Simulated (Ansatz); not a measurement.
# EuMnBi2: the cost of one run

Computed with Ansatz 0.2.0 (DFT PBE, scalar-relativistic, plane waves, PAW, unless a step's input says otherwise).

### Step 1. The system as given

The structure is orthorhombic, space group Immm (No. 71). Conventional cell: a = 4.537 Å, b = 4.597 Å, c = 21.657 Å, α = 90.00°, β = 90.00°, γ = 90.00°. Eu (site symmetry mm2) is surrounded by 8 Bi at 3.42 to 3.47 Å and 4 Mn at 3.59 to 3.66 Å. Mn (site symmetry mm2) is surrounded by 4 Bi at 2.83 to 2.84 Å and 4 Mn at 3.23 Å. Bi (site symmetry mmm) has 4 Bi at 3.23 Å and 4 Eu at 3.47 Å in its first shell of neighbours. Around Bi (site symmetry mmm) lie 4 Bi at 3.23 Å and 4 Eu at 3.45 Å. Around Bi (site symmetry mm2) lie 4 Mn at 2.83 to 2.84 Å and 4 Eu at 3.42 Å.

As a file:

```cif
data_structure
_symmetry_space_group_name_H-M 'Immm'
_symmetry_Int_Tables_number 71
_cell_length_a 4.5366
_cell_length_b 4.5969
_cell_length_c 21.6567
_cell_angle_alpha 90.000
_cell_angle_beta 90.000
_cell_angle_gamma 90.000
_cell_volume 451.64
loop_
_atom_site_label
_atom_site_type_symbol
_atom_site_symmetry_multiplicity
_atom_site_Wyckoff_symbol
_atom_site_fract_x
_atom_site_fract_y
_atom_site_fract_z
_atom_site_occupancy
Eu1 Eu 4 i 0.50000 0.50000 0.37986 1
Mn1 Mn 4 j 0.50000 0.00000 0.24859 1
Bi1 Bi 2 d 0.50000 0.00000 0.50000 1
Bi2 Bi 2 b 0.00000 0.50000 0.50000 1
Bi3 Bi 4 i 0.50000 0.50000 0.17248 1
```

The moments start at Eu 7.52, -7.52; Mn 4.21, -4.21 μB.

### Step 2. Bands and density of states at the final cell

File input.yaml:

```yaml
crystal:
  lattice:
    - [-2.2984542378, 2.2683158542, 10.8283326608]
    - [2.2984542378, -2.2683158542, 10.8283326608]
    - [2.2984542378, 2.2683158542, -10.8283326608]
  atoms:
    - { symbol: Eu, position: [0.8798633843, 0.8798633843, 0.0], spin: 7.52 }
    - { symbol: Eu, position: [0.1201366298, 0.1201366298, 0.0], spin: -7.52 }
    - { symbol: Mn, position: [0.7485927234, 0.2485927234, 0.5], spin: 4.21 }
    - { symbol: Mn, position: [0.2514075663, 0.7514075663, 0.5], spin: -4.21 }
    - { symbol: Bi, position: [-3.343e-07, 0.4999996657, 0.5] }
    - { symbol: Bi, position: [0.4999997395, -2.605e-07, 0.5] }
    - { symbol: Bi, position: [0.6724788655, 0.6724788655, 0.0] }
    - { symbol: Bi, position: [0.3275214254, 0.3275214254, 0.0] }
basis:
  ecutwfc: 420
  ecutrho_ratio: 4
kpoints:
  mp_grid: { grid: [10, 10, 10] }
  band_path:
    path:
      - [[0.0, 0.0, 0.0], [0.5, 0.5, -0.5], [0.26097044, 0.73902956, -0.73902956]]
      - [[-0.26097044, 0.26097044, -0.26097044], [0.0, 0.0, 0.0], [-0.26126389, 0.26126389, 0.26126389]]
      - [[0.26126389, 0.73873611, -0.26126389], [0.5, 0.5, -0.5]]
      - [[0.0, 0.0, 0.0], [0.0, 0.5, -0.5], [-0.25, 0.75, -0.25], [0.0, 0.5, 0.0], [0.0, 0.0, 0.0], [-0.5, 0.5, 0.0], [-0.25, 0.75, -0.25]]
    npoints: 14
hamiltonian:
  xc: pbe
scf:
  occupations: { method: gaussian, width: 0.05 }
  lower_state_search: "off"
  n_extra_bands: 56
output:
  forces: true
  stress: true
  eigenvalues: true
  populations: true
  hubbard: { sites: [{ species: Eu, l: f }] }
  dos: { projected: true, de: 0.02, nscf_kmesh: { grid: [15, 15, 15] } }
  bader: true
magnetization:
  spin_polarized: true
checkpoint:
  read: start.run
  write: ck
  compress: false
  write_wavefunctions: false
  write_every: 100000
```

start.run is the folder with the converged state of an earlier run on this cell.

Started as:

```sh
> ansatz run input.yaml --threads 4 --pin off --max-ram 10240MiB --backend cpu --events-out ev --progress --plain --runs-dir out
```

**Question.** How long does this run take on 4 threads of Intel Xeon at 2.50GHz (Skylake/Cascade Lake), shared host, and how much memory does it need?

About 31 min, with a peak of 8.2 GiB.
